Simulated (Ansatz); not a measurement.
CsBi2, space group Fd-3m: cell relaxations under several functionals, run with Ansatz 0.2.0 through its Python package.

`run_lattice.py`
```python
# -*- coding: utf-8 -*-
"""How the lattice of CsBi2 depends on the functional."""

import ansatz as az
import numpy as np

FILLING = "cold"
WIDTH_EV = 0.1
MESH = (4, 4, 4)
FMAX = 0.01

def edges_and_angles(cell):
    cell = np.asarray(cell)
    a, b, c = np.linalg.norm(cell, axis=1)
    cosines = cell[1] @ cell[2] / (b * c), cell[0] @ cell[2] / (a * c), cell[0] @ cell[1] / (a * b)
    return (a, b, c, *np.degrees(np.arccos(cosines)))


def main():
    cell = (
        az.Lattice.fcc(9.75918)
        .space_group(227, origin_choice=1)
        .atom("Cs", (0.5, 0.0, 0.5))
        .atom("Bi", (0.125, 0.875, 0.375))
        .primitive()
    )

    setup = cell.calculation()
    setup = setup.occupations(FILLING, width=WIDTH_EV).kpoints(mesh=MESH)
    setup = setup.basis(16 * az.Ha)
    setup = setup.relax(cell=True, force_tolerance=FMAX)

    levels = [("lda", "none"), ("pbesol", "none"), ("pbesol", "d3bj")]
    print("level            a       b       c    alpha   beta  gamma  V/atom  steps")
    for name, dispersion in levels:
        seen = []
        run = setup.functional(name, dispersion=dispersion).session().plan()
        outcome = run.execute(on_event=lambda e: seen.append(e) if e["event"] == "relax_step" else None)
        cell = outcome.lattice.cell_ang
        label = name if dispersion == "none" else f"{name}+{dispersion}"
        print("{:13s} {:7.4f} {:7.4f} {:7.4f} {:6.2f} {:6.2f} {:6.2f}".format(label, *edges_and_angles(cell)), f"{abs(np.linalg.det(cell)) / len(outcome.lattice.sites):7.3f} {len(seen):5d}")


if __name__ == "__main__":
    main()
```

Rank the levels of theory by the volume of the relaxed cell.

From smallest to largest: PBEsol+D3BJ (35.22 Å³ an atom, -9.1 % against the start), LDA (36.02 Å³ an atom, -7.0 % against the start) and PBEsol (37.34 Å³ an atom, -3.6 % against the start). The spread is 6.0 % in volume.

What the script printed:

```console
$ python run_lattice.py
level            a       b       c    alpha   beta  gamma  V/atom  steps
lda            6.7360  6.7360  6.7360  60.00  60.00  60.00  36.020     5
pbesol         6.8173  6.8173  6.8173  60.00  60.00  60.00  37.339     4
pbesol+d3bj    6.6857  6.6857  6.6857  60.00  60.00  60.00  35.219     5
```

What to keep in mind:
- Forces vanish by symmetry, so the ions can't move, and the end may be a saddle.
- Dispersion corrections can be off by several per cent in the lattices of metals, and by several GPa in the pressure at a fixed cell.
- The mesh is modest for a metal, so energies can be off by several to tens of meV an atom and pressures by half a GPa or more; differences at equal mesh fare better.
- Edges and angles are those of the cell as typed, here a primitive one, not of the conventional cell.
- Spin-orbit coupling, which matters for elements this heavy, is left out.
- The structure comes from a database of computed cells and needn't be a stable or known phase.
- Wall time of the script: 56 s on 1 thread of Arm Neoverse V2, on a shared host, peak memory 0.6 GiB.
